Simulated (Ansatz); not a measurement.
**C4H4Si (SMILES C#C[SiH2]C#C): HF/3-21G**

Aim: the electronic atomisation energy of C4H4Si at HF/3-21G, from 4 runs. 

Program for the calculation: Ansatz 0.2.0.

42 further runs of the same task are left out: 42 set aside as unsound or not needed.

## (1) The molecule

C4H4Si: 9 atoms, total charge 0, spin state singlet. SMILES: `C#C[SiH2]C#C`. Geometry: relaxed at PBE0-D4/def2-TZVP.

Bond lengths: C1–C2 1.205 Å, C2–Si3 1.821 Å, Si3–C4 1.821 Å, C4–C5 1.206 Å, C1–H6 1.066 Å, Si3–H7 1.481 Å, Si3–H8 1.481 Å, C5–H9 1.066 Å. Angles: C1–C2–Si3 179.3°, C2–Si3–C4 109.7°, Si3–C4–C5 179.3°, C2–C1–H6 179.8°, C2–Si3–H7 109.3°, C2–Si3–H8 109.3°, C4–Si3–H7 109.3°, C4–Si3–H8 109.3°, C4–C5–H9 179.8°, H7–Si3–H8 109.9°.

## (2) The energy at HF/3-21G

in.yaml

```yaml
crystal:
  periodic: [false, false, false]
  atoms:
    - {symbol: C, position_ang: [1.986100, -0.068000, 1.693000]}
    - {symbol: C, position_ang: [1.245000, -0.318200, 0.775800]}
    - {symbol: Si, position_ang: [0.139500, -0.713800, -0.616400]}
    - {symbol: C, position_ang: [-1.252900, 0.459600, -0.648400]}
    - {symbol: C, position_ang: [-2.180600, 1.228700, -0.681700]}
    - {symbol: H, position_ang: [2.639600, 0.155600, 2.505100]}
    - {symbol: H, position_ang: [0.896100, -0.611400, -1.885800]}
    - {symbol: H, position_ang: [-0.384600, -2.089300, -0.450100]}
    - {symbol: H, position_ang: [-2.999800, 1.910300, -0.708600]}
basis:
  gaussian:
    orbitals: 3-21G.json
accuracy: high
hamiltonian:
  xc: hf
output:
  orbitals: {seedname: orbitals}
```

The basis set 3-21G is read from a file made from the Basis Set Exchange's data (not shown).

Run with:

```console
$ ansatz run in.yaml --threads 1 --pin off --max-ram 3480MiB --events-out events.jsonl --progress --plain --runs-dir runs
```

Log:

```text
Warning: RAYON_NUM_THREADS=1 ignored (pool sized by the plan → 1); use --threads N
Functional definition: HF
  name "HF"
  exchange = exact_x
  correlation = 0
1297 factors; integrals over basis functions are off by at most 7.9e-9 eV
mean field evaluation 1: about -11977.1134 eV, gradient 2.5e1 eV
mean field evaluation 2: about -11977.5966 eV, gradient 2.5e1 eV
mean field evaluation 4: about -11979.5665 eV, gradient 3.7e0 eV
mean field evaluation 8: about -11979.6074 eV, gradient 1.0e-4 eV
mean field -11979.60742716 eV, -440.2424528785 hartree, gradient 3.1e-8 eV, S^2 0.000000; 0 other end points of the search recorded, 0 dependent functions left out
reference -11979.60742716 eV, -440.2424528785 hartree; 21, 21 occupied and 36, 36 virtual orbitals, 1297 factors
Total energy: -11979.60742716 eV, -440.2424528785 hartree
```

Run time: 0.34 s. Hardware: 1 thread of AMD EPYC 9R45 (Zen 5), shared host; peak memory 0.14 GiB.

## (3) The C atom, same level

job.yaml

```yaml
basis:
  gaussian: {orbitals: 3-21G.json}
crystal:
  periodic: [false, false, false]
  atoms:
    - {symbol: C, position_ang: [0.000000, 0.000000, 0.000000]}
magnetization: {spin_polarized: true, initial_magnetization: 2}
hamiltonian: {xc: hf}
accuracy: high
```

The basis set 3-21G is read from a file made from the Basis Set Exchange's data (not shown).

Run the same way, it converges to -37.48107 Eh (log not shown).

## (4) The H atom

molecule.yaml

```yaml
crystal:
  periodic: [false, false, false]
  atoms:
    - symbol: H
      position_ang: [0.000000, 0.000000, 0.000000]
basis:
  gaussian:
    orbitals: 3-21G.json
hamiltonian:
  xc: hf
accuracy: high
magnetization:
  spin_polarized: true
  initial_magnetization: 1
```

The basis set 3-21G is read from a file made from the Basis Set Exchange's data (not shown).

Run the same way, it converges to -0.49620 Eh (log not shown).

## (5) The Si atom, same level

input.yaml

```yaml
crystal:
  periodic: [false, false, false]
  atoms:
    - symbol: Si
      position_ang: [0.000000, 0.000000, 0.000000]
basis:
  gaussian:
    orbitals: 3-21G.json
magnetization:
  spin_polarized: true
  initial_magnetization: 2
hamiltonian:
  xc: hf
accuracy: high
```

The basis set 3-21G is read from a file made from the Basis Set Exchange's data (not shown).

Run with:

```console
$ ansatz run input.yaml --threads 1 --pin off --max-ram 3480MiB --events-out events.jsonl --progress --plain --runs-dir runs
```

Log:

```text
Warning: RAYON_NUM_THREADS=1 ignored (pool sized by the plan → 1); use --threads N
[... 4 set-up lines as earlier in the session ...]
78 factors; integrals over basis functions are off by at most 2.9e-9 eV
mean field evaluation 1: about -7818.9387 eV, gradient 2.7e0 eV
mean field evaluation 2: about -7818.9448 eV, gradient 2.7e0 eV
mean field evaluation 4: about -7819.0416 eV, gradient 1.1e-1 eV
mean field evaluation 8: about -7819.0403 eV, gradient 3.5e-8 eV
mean field evaluation 16: about -7819.0456 eV, gradient 1.7e-3 eV
mean field evaluation 32: about -7819.0403 eV, gradient 8.0e-3 eV
mean field -7819.04028989 eV, -287.3444307175 hartree, gradient 4.7e-8 eV, S^2 2.000009; 1 other end points of the search recorded, 0 dependent functions left out
reference -7819.04028989 eV, -287.3444307175 hartree; 8, 6 occupied and 5, 7 virtual orbitals, 78 factors
Total energy: -7819.04028989 eV, -287.3444307175 hartree
```

It took 0.04 s on 1 thread of AMD EPYC 9R45 (Zen 5), shared host.

## (6) Summary of results

Level: HF/3-21G.

| quantity | value |
| --- | --- |
| molecule: total energy | -440.24245 Eh |
| molecule: HOMO energy | -10.82 eV |
| molecule: LUMO energy | 3.91 eV |
| molecule: HOMO–LUMO gap | 14.73 eV |
| C atom: total energy | -37.48107 Eh |
| C atom: ⟨S²⟩ | 2.001 |
| H atom: total energy | -0.49620 Eh |
| H atom: ⟨S²⟩ | 0.750 |
| Si atom: total energy | -287.34443 Eh |
| Si atom: ⟨S²⟩ | 2.000 |
| electronic atomisation energy | 26.911 eV |

What this shows: Taking the molecule apart into free atoms costs 26.91 eV (621 kcal/mol), before zero-point energy and without spin-orbit coupling. Hartree–Fock lacks the correlation of the bonding pairs, which as a rule makes this value much too low; in minimal bases other errors can mask that. The basis has no polarisation functions, which makes bonds too weak.
